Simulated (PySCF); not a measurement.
**SnH3 (SMILES [SnH3]) at UMP2/ccECP-cc-pVDZ (density fitting, core potential)**

Aim: the energy change on altering one bond length of SnH3 at UMP2/ccECP-cc-pVDZ (density fitting, core potential), from 2 runs. The job is set up through a Python script.

The calculation is run with PySCF 2.14.0.

13 further runs of the same task are left out: 3 for a faulty analytic Hessian, 4 that didn't finish, 6 set aside as unsound or not needed.

## 1. The structure to begin with

SnH3 has 4 atoms, charge 0, and is taken as a doublet. As SMILES, `[SnH3]`. The shape is that of a PBE0-D4/def2-TZVP optimisation.

Bond lengths: Sn1–H2 1.715 Å, Sn1–H3 1.715 Å, Sn1–H4 1.715 Å. Angles: H2–Sn1–H3 109.6°, H2–Sn1–H4 109.6°, H3–Sn1–H4 109.6°.

## 2. A single-point energy at UMP2/ccECP-cc-pVDZ (density fitting, core potential)

File calc.py:

```python
from pyscf import gto, scf, mp
from pyscf import df

system = gto.M(
    atom=[
    ('Sn', (0.280200, -0.211600, -0.271700)),
    ('H', (1.055200, 0.011000, 1.241700)),
    ('H', (-1.125000, -1.172200, -0.064000)),
    ('H', (-0.154900, 1.312500, -0.926300)),
],
    verbose=4,
    charge=0,
    ecp={'Sn': 'ccecp', 'H': 'ccecp'},
    spin=1,
    max_memory=1860,
    basis='ccecp-cc-pvdz',
)

mf = scf.UHF(system)
mf = mf.density_fit(auxbasis=df.aug_etb(system, beta=2.0))
mf.max_cycle = 100
mf = mf.newton()
mf.kernel()

pt = mp.MP2(mf).run()
etot = pt.e_tot
print('E = %.10f Eh' % etot)
dip = mf.dip_moment()
pop, q = mf.mulliken_pop()
```

On the command line:

```
$ OMP_NUM_THREADS=1 python calc.py
```

The program printed:

```text
PySCF version 2.14.0

[INPUT] num. atoms = 4
[INPUT] num. electrons = 7
[INPUT] charge = 0
[INPUT] spin (= nelec alpha-beta = 2S) = 1
[INPUT] symmetry False subgroup None
[INPUT] Mole.unit = angstrom
[INPUT] Symbol           X                Y                Z      unit          X                Y                Z       unit  Magmom
[INPUT]  1 Sn     0.280200000000  -0.211600000000  -0.271700000000 AA    0.529501260103  -0.399866047958  -0.513438588044 Bohr   0.0
[INPUT]  2 H      1.055200000000   0.011000000000   1.241700000000 AA    1.994039006641   0.020786987370   2.346472928872 Bohr   0.0
[INPUT]  3 H     -1.125000000000  -1.172200000000  -0.064000000000 AA   -2.125941890136  -2.215136963215  -0.120942471972 Bohr   0.0
[INPUT]  4 H     -0.154900000000   1.312500000000  -0.926300000000 AA   -0.292718576695   2.480265538492  -1.750453309185 Bohr   0.0

nuclear repulsion = 4.26942076191504
number of shells = 14
number of NR pGTOs = 81
number of NR cGTOs = 28
basis = ccecp-cc-pvdz
ecp = {'Sn': 'ccecp', 'H': 'ccecp'}
ETB for Sn: l = 0, exps = 0.070518 * 2^n , n = 0..8
ETB for Sn: l = 1, exps = 0.06560054472334814 * 2^n , n = 0..7
ETB for Sn: l = 2, exps = 0.061026 * 2^n , n = 0..6
ETB for Sn: l = 3, exps = 0.14651494057603817 * 2^n , n = 0..3
ETB for Sn: l = 4, exps = 0.351762 * 2^n , n = 0..0
ETB for H: l = 0, exps = 0.12611 * 2^n , n = 0..8
ETB for H: l = 1, exps = 0.43208363847755216 * 2^n , n = 0..4
ETB for H: l = 2, exps = 1.480424 * 2^n , n = 0..0

******** <class 'pyscf.soscf.newton_ah.SecondOrderDFUHF'> ********
method = SecondOrderDFUHF
initial guess = minao
damping factor = 0
level_shift factor = 0
DIIS = <class 'pyscf.scf.diis.CDIIS'>
diis_start_cycle = 1
diis_space = 8
diis_damp = 0
SCF conv_tol = 1e-09
SCF conv_tol_grad = None
SCF max_cycles = 100
direct_scf = False
number electrons alpha = 4  beta = 3
******** <class 'pyscf.df.df_jk.DFUHF'> Newton solver flags ********
SCF tol = 1e-09
conv_tol_grad = None
max. SCF cycles = 100
direct_scf = False
max_cycle_inner = 12
max_stepsize = 0.05
ah_start_tol = 1e+09
ah_level_shift = 0
ah_conv_tol = 1e-12
ah_lindep = 1e-14
ah_start_cycle = 1
ah_max_cycle = 40
ah_grad_trust_region = 2.5
kf_interval = 4
kf_trust_region = 5
canonicalization = True
Set conv_tol_grad to 3.16228e-05
******** <class 'pyscf.df.df.DF'> ********
auxbasis = {'Sn': [[0, [np.float64(18.052608), 1]], [0, [np.float64(9.026304), 1]], [0, [np.float64(4.513152), 1]], [0, [np.float64(2.256576), 1]], [0, [np.float64(1.128288), 1]], [0, [np.float64(0.564144), 1]], [0, [np.float64(0.282072), 1]], [0, [np.float64(0.141036), 1]], [0, [np.float64(0.070518), 1]], [1, [np.float64(8.396869724588562), 1]], [1, [np.float64(4.198434862294281), 1]], [1, [np.float64(2.0992174311471405), 1]], [1, [np.float64(1.0496087155735703), 1]], [1, [np.float64(0.5248043577867851), 1]], [1, [np.float64(0.26240217889339257), 1]], [1, [np.float64(0.13120108944669628), 1]], [1, [np.float64(0.06560054472334814), 1]], [2, [np.float64(3.905664), 1]], [2, [np.float64(1.952832), 1]], [2, [np.float64(0.976416), 1]], [2, [np.float64(0.488208), 1]], [2, [np.float64(0.244104), 1]], [2, [np.float64(0.122052), 1]], [2, [np.float64(0.061026), 1]], [3, [np.float64(1.1721195246083054), 1]], [3, [np.float64(0.5860597623041527), 1]], [3, [np.float64(0.29302988115207634), 1]], [3, [np.float64(0.14651494057603817), 1]], [4, [np.float64(0.351762), 1]]], 'H': [[0, [np.float64(32.28416), 1]], [0, [np.float64(16.14208), 1]], [0, [np.float64(8.07104), 1]], [0, [np.float64(4.03552), 1]], [0, [np.float64(2.01776), 1]], [0, [np.float64(1.00888), 1]], [0, [np.float64(0.50444), 1]], [0, [np.float64(0.25222), 1]], [0, [np.float64(0.12611), 1]], [1, [np.float64(6.9133382156408345), 1]], [1, [np.float64(3.4566691078204173), 1]], [1, [np.float64(1.7283345539102086), 1]], [1, [np.float64(0.8641672769551043), 1]], [1, [np.float64(0.43208363847755216), 1]], [2, [np.float64(1.480424), 1]]]}
[... the frontier-level lines of each cycle are left out ...]

Initial guess E= -4.96576317879084  |g|= 0.0964055
macro= 0  E= -4.98064994390845  delta_E= -0.0148868  |g|= 0.000549219  3 KF 12 JK
macro= 1  E= -4.98064995073803  delta_E= -6.82958e-09  |g|= 5.7716e-05  1 KF 4 JK
macro= 2  E= -4.98064995073803  delta_E= 1.77636e-15  |g|= 3.70516e-06  1 KF 2 JK
Canonicalize SCF orbitals
macro X = 3  E=-4.98064995073803  |g|= 3.70516e-06  total 6 KF 22 JK
converged SCF energy = -4.98064995073803  <S^2> = 0.75299382  2S+1 = 2.0029916

******** <class 'pyscf.mp.dfump2.DFUMP2'> ********
nocc = (np.int64(4), np.int64(3)), nmo = (28, 28)
E(DFUMP2) = -5.06507940642037  E_corr = -0.0844294556823371
E(SCS-DFUMP2) = -5.07459223413424  E_corr = -0.0939422833962135
E_corr(same-spin) = -0.00850738087222041
E_corr(oppo-spin) = -0.0759220748101167
E = -5.0650794064 Eh
Dipole moment(X, Y, Z, Debye):  0.08787, -0.06499, -0.08796
 ** Mulliken pop       alpha | beta **
pop of  0 Sn 5s        0.81073 | 0.66788
pop of  0 Sn 6s       -0.05452 | -0.07942
pop of  0 Sn 5px       0.65635 | 0.32040
pop of  0 Sn 5py       0.59503 | 0.40337
pop of  0 Sn 5pz       0.65666 | 0.31999
pop of  0 Sn 6px      -0.12975 | -0.10568
pop of  0 Sn 6py      -0.14826 | -0.13275
pop of  0 Sn 6pz      -0.12966 | -0.10555
pop of  0 Sn 5dxy      0.01386 | 0.01342
pop of  0 Sn 5dyz      0.00814 | 0.00677
pop of  0 Sn 5dz^2     0.01084 | 0.01267
pop of  0 Sn 5dxz      0.01157 | 0.00925
pop of  0 Sn 5dx2-y2    0.00783 | 0.00865
pop of  1 H 1s        0.66137 | 0.64591
pop of  1 H 2s       -0.10260 | -0.09681
pop of  1 H 2px       0.00146 | 0.00063
pop of  1 H 2py       0.00031 | 0.00025
pop of  1 H 2pz       0.00318 | 0.00369
pop of  2 H 1s        0.66138 | 0.64592
pop of  2 H 2s       -0.10261 | -0.09682
pop of  2 H 2px       0.00277 | 0.00323
pop of  2 H 2py       0.00177 | 0.00109
pop of  2 H 2pz       0.00041 | 0.00024
pop of  3 H 1s        0.66136 | 0.64590
pop of  3 H 2s       -0.10258 | -0.09679
pop of  3 H 2px       0.00055 | 0.00051
pop of  3 H 2py       0.00322 | 0.00361
pop of  3 H 2pz       0.00119 | 0.00044
In total             4.00000 | 3.00000
 ** Mulliken atomic charges   ( Nelec_alpha | Nelec_beta ) **
charge of  0Sn =      0.35217  (     2.30883      1.33900 )
charge of  1H =     -0.11739  (     0.56372      0.55367 )
charge of  2H =     -0.11738  (     0.56372      0.55366 )
charge of  3H =     -0.11740  (     0.56373      0.55367 )
```

Wall time 0.93 s (1 thread of Intel Xeon Platinum 8259CL at 2.50GHz (Skylake/Cascade Lake), shared host); peak memory 0.12 GiB.

## 3. The distorted shape, same level

File calc.py:

```python
from pyscf import gto, scf, mp
from pyscf import df

mol = gto.M(
    atom=[
    ('Sn', (-0.494800, -0.434200, -1.785100)),
    ('H', (1.055200, 0.011000, 1.241700)),
    ('H', (-1.900000, -1.394800, -1.577400)),
    ('H', (-0.929900, 1.089900, -2.439700)),
],
    charge=0,
    verbose=4,
    basis='ccecp-cc-pvdz',
    ecp='ccecp',
    max_memory=1860,
    spin=1,
)

mf = scf.UHF(mol)
mf = mf.density_fit(auxbasis=df.aug_etb(mol, beta=2.0))
mf.max_cycle = 100
mf = mf.newton()
mf.kernel()

pt = mp.MP2(mf).run()
etot = pt.e_tot
print('E = %.10f Eh' % etot)
mf.analyze()
```

On the command line:

```
$ OMP_NUM_THREADS=1 python calc.py
```

The program printed:

```text
PySCF version 2.14.0

[INPUT] num. atoms = 4
[INPUT] num. electrons = 7
[INPUT] charge = 0
[INPUT] spin (= nelec alpha-beta = 2S) = 1
[INPUT] symmetry False subgroup None
[INPUT] Mole.unit = angstrom
[INPUT] Symbol           X                Y                Z      unit          X                Y                Z       unit  Magmom
[INPUT]  1 Sn    -0.494800000000  -0.434200000000  -1.785100000000 AA   -0.935036486435  -0.820519083286  -3.373350104961 Bohr   0.0
[INPUT]  2 H      1.055200000000   0.011000000000   1.241700000000 AA    1.994039006641   0.020786987370   2.346472928872 Bohr   0.0
[INPUT]  3 H     -1.900000000000  -1.394800000000  -1.577400000000 AA   -3.590479636674  -2.635789998543  -2.980853988889 Bohr   0.0
[INPUT]  4 H     -0.929900000000   1.089900000000  -2.439700000000 AA   -1.757256323233   2.059612503163  -4.610364826101 Bohr   0.0

nuclear repulsion = 3.51971470310976
number of shells = 14
number of NR pGTOs = 81
number of NR cGTOs = 28
basis = ccecp-cc-pvdz
ecp = ccecp
ETB for Sn: l = 0, exps = 0.070518 * 2^n , n = 0..8
ETB for Sn: l = 1, exps = 0.06560054472334814 * 2^n , n = 0..7
ETB for Sn: l = 2, exps = 0.061026 * 2^n , n = 0..6
ETB for Sn: l = 3, exps = 0.14651494057603817 * 2^n , n = 0..3
ETB for Sn: l = 4, exps = 0.351762 * 2^n , n = 0..0
ETB for H: l = 0, exps = 0.12611 * 2^n , n = 0..8
ETB for H: l = 1, exps = 0.43208363847755216 * 2^n , n = 0..4
ETB for H: l = 2, exps = 1.480424 * 2^n , n = 0..0

******** <class 'pyscf.soscf.newton_ah.SecondOrderDFUHF'> ********
method = SecondOrderDFUHF
initial guess = minao
damping factor = 0
level_shift factor = 0
DIIS = <class 'pyscf.scf.diis.CDIIS'>
diis_start_cycle = 1
diis_space = 8
diis_damp = 0
SCF conv_tol = 1e-09
SCF conv_tol_grad = None
[... 34 lines left out ...]
converged SCF energy = -4.90256997858509  <S^2> = 1.2214344  2S+1 = 2.4260539
[... 9 lines left out ...]
Total Energy =                          -4.902569978585093
Nuclear Repulsion Energy =               3.519714703109764
One-electron Energy =                  -13.593240356923801
Two-electron Energy =                    5.170955675228944
Two-electron Coulomb Energy =            6.997828602568308
DFT Exchange-Correlation Energy =       -1.826872927339364
[... 3 lines left out ...]
MO #1   energy= -0.626202999730788 | -0.624715800277191 occ= 1 | 1
MO #2   energy= -0.493849912782044 | -0.444929893059586 occ= 1 | 1
MO #3   energy= -0.445544883809392 | -0.307624553963619 occ= 1 | 1
[... 1 line left out ...]
MO #28  energy= 2.11819092178373   | 2.11865666175459   occ= 0 | 0
[... 1 line left out ...]
To work with the spin densities directly, `use mulliken_meta_spin()` only printing them here.

 ** Mulliken spin pop alpha/beta on meta-lowdin orthogonal AOs **
 ** Mulliken Spin Density (per AO)  **
spin_pop of  0 Sn 5s        0.00566
spin_pop of  0 Sn 6s       -0.00040
spin_pop of  0 Sn 5px       0.11908
spin_pop of  0 Sn 5py       0.11199
spin_pop of  0 Sn 5pz      -0.20753
spin_pop of  0 Sn 6px       0.00004
spin_pop of  0 Sn 6py      -0.00003
spin_pop of  0 Sn 6pz       0.00006
spin_pop of  0 Sn 5dxy      0.00052
spin_pop of  0 Sn 5dyz      0.00098
spin_pop of  0 Sn 5dz^2    -0.00229
spin_pop of  0 Sn 5dxz      0.00086
spin_pop of  0 Sn 5dx2-y2   -0.00016
spin_pop of  1 H 1s        0.96368
spin_pop of  1 H 2s        0.00520
spin_pop of  1 H 2px      -0.00001
spin_pop of  1 H 2py       0.00000
spin_pop of  1 H 2pz      -0.00001
spin_pop of  2 H 1s        0.00117
spin_pop of  2 H 2s        0.00001
spin_pop of  2 H 2px      -0.00009
spin_pop of  2 H 2py       0.00018
spin_pop of  2 H 2pz      -0.00010
spin_pop of  3 H 1s        0.00117
spin_pop of  3 H 2s        0.00001
spin_pop of  3 H 2px      -0.00003
spin_pop of  3 H 2py      -0.00027
spin_pop of  3 H 2pz       0.00029
 ** Mulliken Spin Density (per atom)  **
spin density of  0 Sn =      0.02879
spin density of  1 H =      0.96887
spin density of  2 H =      0.00117
spin density of  3 H =      0.00117
 ** Mulliken pop alpha/beta on meta-lowdin orthogonal AOs **
 ** Mulliken pop       alpha | beta **
pop of  0 Sn 5s        0.76714 | 0.76148
pop of  0 Sn 6s        0.00884 | 0.00925
pop of  0 Sn 5px       0.59335 | 0.47427
[... 25 lines of this table left out ...]
In total             4.00000 | 3.00000
 ** Mulliken atomic charges   ( Nelec_alpha | Nelec_beta ) **
charge of  0Sn =      0.22880  (     1.89999      1.87121 )
charge of  1H =     -0.00556  (     0.98722      0.01835 )
charge of  2H =     -0.11162  (     0.55640      0.55522 )
charge of  3H =     -0.11162  (     0.55640      0.55522 )
Dipole moment(X, Y, Z, Debye): -0.82747,  0.20673, -0.33461
```

Run time: 1.4 s. Hardware: 1 thread of Intel Xeon Platinum 8259CL at 2.50GHz (Skylake/Cascade Lake), shared host; peak memory 0.12 GiB.

## 4. Summary of results

At UMP2/ccECP-cc-pVDZ (density fitting, core potential):

| quantity | value |
| --- | --- |
| first shape: total energy | -5.06508 Eh |
| first shape: dipole moment (Hartree–Fock density) | 0.14 D |
| first shape: HOMO energy (Hartree–Fock orbitals) (highest over α and β) | -8.43 eV |
| first shape: LUMO energy (Hartree–Fock orbitals) (lowest over α and β) | 0.62 eV |
| first shape: correlation energy | -84.4 mEh |
| first shape: ⟨S²⟩ of the reference determinant | 0.753 |
| distorted shape: total energy | -4.97135 Eh |
| distorted shape: dipole moment (Hartree–Fock density) | 0.92 D |
| distorted shape: HOMO energy (Hartree–Fock orbitals) (highest over α and β) | -8.37 eV |
| distorted shape: LUMO energy (Hartree–Fock orbitals) (lowest over α and β) | 0.25 eV |
| distorted shape: correlation energy | -68.8 mEh |
| distorted shape: ⟨S²⟩ of the reference determinant | 1.221 |
| energy change with the Sn1–H2 bond stretched from 1.715 to 3.430 Å | 2.551 eV |

With the Sn1–H2 bond stretched from 1.715 to 3.430 Å the energy rises by 2.55 eV (246 kJ/mol). The first shape isn't relaxed at this level, so the change isn't measured from a minimum. ⟨S²⟩ (distorted shape) is 1.22 where a pure doublet has 0.75: the reference is spin-contaminated.
